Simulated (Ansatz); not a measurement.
# FGeH3O: a ladder of functionals and wavefunction methods

An exercise on one series of results from a longer session: the logs are not shown, and one member is left open.

The runs use Ansatz 0.2.0, Gaussian basis; functionals in def2-TZVPP, the program's frozen cores in correlated methods.

The runs, in order: LDA (SPW92), PBE-D4, revPBE-D4, BLYP-D4, r2SCAN-D4, B97M-V, PBE0-D4, B3LYP-D4, r2SCANh-D4, r2SCAN0-D4, HSE06-D4, BHLYP-D4, CAM-B3LYP-D4, LC-ωPBE, ωB97X-V, ωB97M-V, B2PLYP, PBE-QIDH; CCSD(T)/def2-SVP; CCSD(T)/def2-TZVPP; CCSD(T)/def2-QZVPP; extrapolation to the limit; RPA on PBE.

## Structure used throughout

The geometry comes from an earlier relaxation with PBE0-D4 in a triple-zeta def2 set; it is a stationary point.

6 atoms, charge 0, spin multiplicity 1.

Atoms are counted from 1 here; the program's logs count them from 0.

Bond lengths: O1–Ge2 1.760 Å, O1–H4 0.960 Å, Ge2–F3 1.738 Å, Ge2–H5 1.534 Å, Ge2–H6 1.526 Å. Angles: Ge2–O1–H4 113.6°, O1–Ge2–F3 107.6°, O1–Ge2–H5 112.1°, O1–Ge2–H6 106.3°, F3–Ge2–H5 105.1°, F3–Ge2–H6 107.8°, H5–Ge2–H6 117.4°.

Geometry (Å):

```
O    -1.3349   -0.1264   -0.2946
Ge    0.3180    0.1870    0.2242
F     1.0907   -1.3496    0.4772
H    -1.3944   -0.5384   -1.1597
H     1.1454    0.8754   -0.8693
H     0.2173    0.8879    1.5760
```

Set-up of the first run:

Input file in.yaml:

```yaml
crystal:
  periodic: [false, false, false]
  atoms:
    - {symbol: O, position_ang: [-1.334855, -0.126436, -0.294593]}
    - {symbol: Ge, position_ang: [0.317954, 0.186998, 0.224237]}
    - {symbol: F, position_ang: [1.090673, -1.349608, 0.477170]}
    - {symbol: H, position_ang: [-1.394420, -0.538407, -1.159686]}
    - {symbol: H, position_ang: [1.145410, 0.875428, -0.869288]}
    - {symbol: H, position_ang: [0.217337, 0.887927, 1.575961]}
basis:
  gaussian: {orbitals: def2-TZVPP}
hamiltonian: {xc: lda}
output: {orbitals: {seedname: orbitals}}
```

The run is started by

```
> ansatz run in.yaml --threads 2 --pin off --events-out ev --progress --plain --max-ram 22528MiB --backend cpu
```

Steps of the session up to this table: LDA; PBE-D4 (GGA); revPBE-D4 (GGA); BLYP-D4 (GGA); r2SCAN-D4 (meta-GGA); B97M-V (meta-GGA); PBE0-D4 (hybrid); B3LYP-D4 (hybrid); r2SCANh-D4 (hybrid); r2SCAN0-D4 (hybrid); HSE06-D4 (hybrid); BHLYP-D4 (hybrid); CAM-B3LYP-D4 (range-separated); LC-ωPBE (range-separated); ωB97X-V (range-separated); ωB97M-V (range-separated); B2PLYP (double hybrid); PBE-QIDH (double hybrid).

One of the session's tables, all rows but one given; the rest of the session is left out.

It belongs to the step «Frontier levels by functional». 

| functional | HOMO (eV) | gap (eV) |
| --- | --- | --- |
| LDA (SPW92) | -7.78 | 6.91 |
| PBE-D4 | -7.62 | 6.97 |
| revPBE-D4 | -7.55 | 7.01 |
| BLYP-D4 | -7.53 | 6.87 |
| r2SCAN-D4 | -8.01 | 7.87 |
| B97M-V | -8.13 | 7.73 |
| PBE0-D4 | -9.29 | 9.56 |
| B3LYP-D4 | -9.04 | 8.96 |
| r2SCANh-D4 | -8.64 | 8.80 |
| r2SCAN0-D4 | -9.56 | 10.15 |
| HSE06-D4 | -8.88 | 8.78 |
| BHLYP-D4 | -10.84 | 11.86 |
| CAM-B3LYP-D4 | -10.76 | 11.90 |
| LC-ωPBE | -12.11 | 14.61 |
| ωB97X-V | -11.78 | 14.07 |
| ωB97M-V | ? | ? |

Q: Estimate the row for ωB97M-V from the others.

As computed: HOMO (eV): -11.65; gap (eV): 13.60. In the column «HOMO (eV)» it lies between ωB97X-V (-11.78) and BHLYP-D4 (-10.84).
